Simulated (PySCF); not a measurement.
# SnF4 (SMILES [F][Sn]([F])([F])[F]): a chain of runs

We compute a structure relaxation (HF-D3(BJ)/ccECP-cc-pVDZ), then vibrational wavenumbers, then a single-point energy (DF-CCSD(T)/cc-pVDZ-PP), then ionisation energies (EOM-CCSD/LANL08) of SnF4. The job is set up through a Python script.

The results are computed with PySCF 2.14.0.

## Step 1: The structure to begin with

SnF4: 5 atoms, total charge 0, spin state singlet. SMILES: `[F][Sn]([F])([F])[F]`. All atoms were displaced at random from a relaxed shape. The run starts from this shape.

Bond lengths: F1–Sn2 1.887 Å, Sn2–F3 1.895 Å, Sn2–F4 1.883 Å, Sn2–F5 1.940 Å. Angles: F1–Sn2–F3 112.1°, F1–Sn2–F4 107.4°, F1–Sn2–F5 108.3°, F3–Sn2–F4 111.8°, F3–Sn2–F5 111.7°, F4–Sn2–F5 105.2°.

## Step 2: A geometry optimisation at HF-D3(BJ)/ccECP-cc-pVDZ (density fitting, core potential) (run 1)

Contents of calc.py:

```python
from pyscf import gto, scf
from pyscf import df
from pyscf.geomopt.geometric_solver import kernel as optimise

molecule = gto.Mole()
molecule.atom = [
    ('F', (0.081208, -0.910627, 1.613117)),
    ('Sn', (-0.026124, 0.040209, -0.012844)),
    ('F', (-1.320843, 1.422950, 0.054065)),
    ('F', (-0.406929, -1.207589, -1.370705)),
    ('F', (1.738278, 0.728063, -0.434070)),
]
molecule.ecp = 'ccecp'
molecule.basis = 'ccecp-cc-pvdz'
molecule.max_memory = 1860
molecule.verbose = 4
molecule.build()

mf = scf.RHF(molecule)
mf = mf.density_fit(auxbasis=df.aug_etb(molecule, beta=2.0))
mf.disp = 'd3bj'
converged, mol_eq = optimise(mf, maxsteps=100)
print('converged:', converged)
print(mol_eq.tostring())

mf.reset(mol_eq)
molecule = mol_eq
mf.kernel()
energy = mf.e_tot
print('Final energy', energy)
```

Started as:

```
$ OMP_NUM_THREADS=1 python calc.py
```

The program printed:

```text
PySCF version 2.14.0

[... 59 lines left out ...]
> Will converge when all 5 criteria are reached:
[... 80 lines left out ...]
Step    0 : Gradient = 2.164e-02/3.447e-02 (rms/max) Energy = -99.4116607779
[... 188 lines left out ...]
converged SCF energy = -99.41494058921
[... 191 lines left out ...]
converged SCF energy = -99.4149535944821
[... 63 lines left out ...]
converged SCF energy = -99.4149535944921
Final energy -99.41495359449215
```

Wall time 45 s (1 thread of Arm Neoverse V2, shared host); peak memory 0.19 GiB.

Steps, from the record of the run:

```
step  energy from the first frame kept (eV)  largest force (eV/Å)
   0                                 0.0000                1.7724
   1                                -0.0501                1.4742
   2                                -0.0873                0.2701
   3                                -0.0892                0.0470
   4                                -0.0895                0.0442
   5                                -0.0896                0.0089
   6                                -0.0896                0.0047
```

After the run. Bond lengths: F1–Sn2 1.877 Å, Sn2–F3 1.877 Å, Sn2–F4 1.877 Å, Sn2–F5 1.877 Å. Angles: F1–Sn2–F3 109.4°, F1–Sn2–F4 109.5°, F1–Sn2–F5 109.5°, F3–Sn2–F4 109.5°, F3–Sn2–F5 109.5°, F4–Sn2–F5 109.4°.

## Step 3: Vibrational wavenumbers at HF-D3(BJ)/ccECP-cc-pVDZ (density fitting, core potential) (run 2)

Contents of calc.py:

```python
import numpy
from pyscf import gto, symm
from pyscf import df
from pyscf.hessian import thermo

mol = gto.M(
    atom=[
    ('F', (0.060286, -0.894417, 1.649059)),
    ('Sn', (-0.000002, 0.000001, 0.000003)),
    ('F', (-1.282409, 1.368258, 0.079435)),
    ('F', (-0.461200, -1.215013, -1.354271)),
    ('F', (1.683338, 0.741167, -0.374244)),
],
    max_memory=1860,
    verbose=4,
    basis='ccecp-cc-pvdz',
    spin=0,
    ecp='ccecp',
)

myscf = mol.RHF()
myscf = myscf.density_fit(auxbasis=df.aug_etb(mol, beta=2.0))
myscf.disp = 'd3bj'
myscf.kernel()

e_final = myscf.e_tot
print('E = %.10f Eh' % e_final)
hess = myscf.Hessian().kernel()
modes = thermo.harmonic_analysis(mol, hess)
print('frequencies (1/cm)', numpy.round(modes['freq_wavenumber'], 1))
symm.geom.TOLERANCE = 1e-3  # for the symmetry number
th = thermo.thermo(myscf, modes['freq_au'], 350, 101325)
thermo.dump_thermo(mol, th)
```

Started as:

```
$ OMP_NUM_THREADS=1 python calc.py
```

The program printed:

```text
PySCF version 2.14.0

[... 68 lines left out ...]
converged SCF energy = -99.414953606766
[... 4 lines left out ...]
WARN: DFTD3 does not support analytical Hessian, using finite difference
[... 1 line left out ...]
WARN: Mole.unit (angstrom) is changed to Bohr
[... 196 lines left out ...]
Gibbs free energy [Eh] -99.44379
```

It took 48 s on 1 thread of Arm Neoverse V2, shared host; peak memory 0.46 GiB.

## Step 4: A single-point energy at DF-CCSD(T)/cc-pVDZ-PP (density fitting with def2-universal-jkfit, core potential) (run 3)

Contents of input.xyz:

```xyz
5

F      0.073455    -0.879682     1.619052
Sn     0.013194     0.014535    -0.030136
F     -1.269433     1.382687     0.049514
F     -0.448164    -1.200138    -1.384603
F      1.696537     0.755604    -0.404265
```

Contents of run.py:

```python
# [F][Sn]([F])([F])[F]
from pyscf import gto, cc

mol = gto.Mole()
mol.atom = 'input.xyz'
mol.ecp = {'Sn': 'cc-pvdz-pp'}
mol.basis = {'default': 'cc-pvdz-pp', 'F': 'cc-pvdz'}
mol.verbose = 4
mol.max_memory = 1860
mol.spin = 0
mol.build()

mf = mol.RHF()
mf = mf.density_fit(auxbasis='def2-universal-jkfit')
mf.kernel()

mycc = cc.CCSD(mf, frozen=8).density_fit()
mycc.kernel()
e_t = mycc.ccsd_t()
energy = mycc.e_tot + e_t
print('E = %.10f Eh' % energy)
```

Started as:

```
$ OMP_NUM_THREADS=1 python run.py
```

The program printed:

```text
PySCF version 2.14.0

[... 58 lines left out ...]
converged SCF energy = -611.203132879375
[... 26 lines left out ...]
WARN: Even tempered Gaussians are generated as DF auxbasis for  Sn
[... 1 line left out ...]
Init t2, MP2 energy = -612.062998712419  E_corr(MP2) -0.859865833044188
[... 12 lines left out ...]
RCCSD converged
[... 2 lines left out ...]
E = -612.0787187263 Eh
```

It took 47 s on 1 thread of Arm Neoverse V2, shared host; peak memory 0.39 GiB.

## Step 5: Ionisation energies at EOM-CCSD/LANL08 (core potential, root kind ip) (run 4)

Contents of run.py:

```python
import numpy
from pyscf import gto, cc

system = gto.M(
    atom='''
F        0.073455      -0.879682       1.619052
Sn       0.013194       0.014535      -0.030136
F       -1.269433       1.382687       0.049514
F       -0.448164      -1.200138      -1.384603
F        1.696537       0.755604      -0.404265
''',
    ecp={'Sn': 'lanl08'},
    charge=0,
    max_memory=1860,
    verbose=3,
    basis={'default': 'lanl08', 'F': '6-311g**'},
)

mf = system.RHF()
mf.kernel()

mycc = cc.CCSD(mf, frozen=4)
mycc.kernel()
etot = mycc.e_tot
print('Final energy', etot)

e, vec = mycc.ipccsd(nroots=2)
roots = numpy.atleast_1d(e) * 27.211386
print('EOM-IP-CCSD roots (eV)')
for i, w in enumerate(roots, 1):
    print('%3d %10.4f' % (i, w))
```

Started as:

```
$ OMP_NUM_THREADS=1 python run.py
```

The program printed:

```text
converged SCF energy = -401.232286074014
E(CCSD) = -402.1225894794729  E_corr = -0.8903034054587244
Final energy -402.12258947947294
EOM-IP-CCSD roots (eV)
  1    15.6140
  2    15.6150
```

Wall time 32 s (1 thread of Arm Neoverse V2, shared host); peak memory 0.48 GiB.

## Step 6: Results

```
                                                                 quantity          value
                  run 1, HF-D3(BJ)/ccECP-cc-pVDZ: total energy at the end   -99.41495 Eh
                            run 1, HF-D3(BJ)/ccECP-cc-pVDZ: dipole moment         0.00 D
                              run 1, HF-D3(BJ)/ccECP-cc-pVDZ: HOMO energy      -18.01 eV
                              run 1, HF-D3(BJ)/ccECP-cc-pVDZ: LUMO energy       -0.25 eV
                            run 1, HF-D3(BJ)/ccECP-cc-pVDZ: HOMO–LUMO gap       17.76 eV
                        run 1, HF-D3(BJ)/ccECP-cc-pVDZ: dispersion energy  -60.28 kJ/mol
               run 2, HF-D3(BJ)/ccECP-cc-pVDZ: lowest harmonic wavenumber       152 cm⁻¹
              run 2, HF-D3(BJ)/ccECP-cc-pVDZ: highest harmonic wavenumber       748 cm⁻¹
                        run 2, HF-D3(BJ)/ccECP-cc-pVDZ: zero-point energy    23.1 kJ/mol
                               run 3, DF-CCSD(T)/cc-pVDZ-PP: total energy  -612.07872 Eh
       run 3, DF-CCSD(T)/cc-pVDZ-PP: dipole moment (Hartree–Fock density)         0.00 D
        run 3, DF-CCSD(T)/cc-pVDZ-PP: HOMO energy (Hartree–Fock orbitals)      -17.56 eV
        run 3, DF-CCSD(T)/cc-pVDZ-PP: LUMO energy (Hartree–Fock orbitals)        0.41 eV
      run 3, DF-CCSD(T)/cc-pVDZ-PP: HOMO–LUMO gap (Hartree–Fock orbitals)       17.97 eV
run 3, DF-CCSD(T)/cc-pVDZ-PP: correlation energy (8 core orbitals frozen)     -875.6 mEh
                             run 3, DF-CCSD(T)/cc-pVDZ-PP: (T) correction     -14.88 mEh
                              run 3, DF-CCSD(T)/cc-pVDZ-PP: T1 diagnostic          0.013
                run 4, EOM-CCSD/LANL08: ground-state or mean-field energy  -402.12259 Eh
             run 4, EOM-CCSD/LANL08: dipole moment (Hartree–Fock density)         0.00 D
              run 4, EOM-CCSD/LANL08: HOMO energy (Hartree–Fock orbitals)      -17.91 eV
              run 4, EOM-CCSD/LANL08: LUMO energy (Hartree–Fock orbitals)        0.11 eV
            run 4, EOM-CCSD/LANL08: HOMO–LUMO gap (Hartree–Fock orbitals)       18.02 eV
      run 4, EOM-CCSD/LANL08: correlation energy (4 core orbitals frozen)     -890.3 mEh
                                    run 4, EOM-CCSD/LANL08: T1 diagnostic          0.013
                          run 4, EOM-CCSD/LANL08: first ionisation energy       15.61 eV
```

What this shows: The program (run 2, HF-D3(BJ)/ccECP-cc-pVDZ) took a symmetry number of 2 where this shape has 12, so the entropy in its output is too high by R ln(12/2) = 3.56 cal/(mol K). The optimisation (run 1, HF-D3(BJ)/ccECP-cc-pVDZ) took 6 steps and changed the energy by -0.090 eV. All 9 modes (run 2, HF-D3(BJ)/ccECP-cc-pVDZ) are real, so the shape is a minimum at this level. The triples (run 3, DF-CCSD(T)/cc-pVDZ-PP) make up 1.7 % of the correlation energy.
